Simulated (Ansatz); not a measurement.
## InRh, space group Pm-3m: a charge-density difference against the sublattices

Program: the Ansatz DFT code, driven from Python.

Script `run_drho.py`:
```python
"""Density difference of InRh against its sublattices."""

import logging
import sys

import ansatz as az
import numpy as np

logging.basicConfig(stream=sys.stdout, format="%(name)s: %(message)s")
log = logging.getLogger("inrh")
log.setLevel(logging.INFO)

SMEARING = "gaussian"
SIGMA = 0.02
N_EMPTY = 6
FUNCTIONAL = "lda"
ECUT = 460
KGRID = (9, 9, 9)

vectors0 = np.array([
    [3.196, 0.0, 0.0],
    [0.0, 3.196, 0.0],
    [0.0, 0.0, 3.196],
])
sites = [
    ("In", [0.5, 0.5, 0.5]),
    ("Rh", [0.0, 0.0, 0.0]),
]


def build(cell):
    crystal = az.Crystal(lattice=az.Lattice.of(cell))
    for symbol, position in sites:
        crystal = crystal.atom(symbol, position)
    return crystal

# one cutoff and one grid for all runs, so that the fields can be subtracted
def solve(crystal):
    return (
        crystal.calculation()
        .occupations(SMEARING, width=SIGMA)  # the run then minimises F = E - TS
        .scf(extra_bands=N_EMPTY)
        .functional(FUNCTIONAL)
        .basis(ECUT, grid_basis="typed")
        .kpoints(*KGRID)
        .density()
        .run(threads=1)
    )


whole = solve(build(vectors0))
difference = whole.density().channels[0].density_e_per_ang3.copy()
binding = whole.report["free_energy_ev"]
for element in ["In", "Rh"]:
    part = az.Crystal(lattice=az.Lattice.of(vectors0))
    for symbol, position in sites:
        if symbol == element:
            part = part.atom(symbol, position)
    alone = solve(part)
    difference -= alone.density().channels[0].density_e_per_ang3
    binding -= alone.report["free_energy_ev"]
    log.info(f"{element} sublattice: {alone.report['n_electrons']:g} electrons, {alone.report['n_iterations']} iterations")

voxel = abs(np.linalg.det(vectors0)) / difference.size
log.info(f"energy of the crystal less its unpolarised sublattices: {binding / len(sites):.4f} eV/atom")
log.info(f"net charge of the difference {difference.sum() * voxel:.5f} e, charge rearranged {0.5 * np.abs(difference).sum() * voxel:.3f} e")
log.info(f"extremes {difference.min():.4f} and {difference.max():.4f} e/A^3")
for (symbol, position) in sites:
    index = tuple(int(round(p * n)) % n for p, n in zip(position, difference.shape))
    log.info(f"  change of the pseudo-density at the grid point nearest {symbol}: {difference[index]:+.4f} e/A^3")
```

```console
$ python run_drho.py
inrh: In sublattice: 13 electrons, 6 iterations
inrh: Rh sublattice: 17 electrons, 6 iterations
inrh: energy of the crystal less its unpolarised sublattices: -2.4904 eV/atom
inrh: net charge of the difference 0.00000 e, charge rearranged 0.297 e
inrh: extremes -0.0864 and 0.1209 e/A^3
inrh:   change of the pseudo-density at the grid point nearest In: +0.1209 e/A^3
inrh:   change of the pseudo-density at the grid point nearest Rh: -0.0521 e/A^3
```

Reading the output:
- The settings weren't tested for convergence.
- The mesh is modest for a metal, so energies can be off by several to tens of meV an atom and pressures by half a GPa or more; differences at equal mesh fare better.
- Densities and potentials on the grid are those of the valence electrons, and inside the cores they hang on the potentials used.
- The starting cell is as deposited in a crystallographic database; the results hold for this polymorph, which needn't be the stable one.
- Charge moved counts every rearrangement, bonding and polarisation too, and is no transfer between atoms; the bare sublattices are artificial references. Values near the nuclei depend on the potentials.
- Wall time of the script: 2.7 s on 1 thread of Arm Neoverse V2 (shared host), peak memory 0.36 GiB.
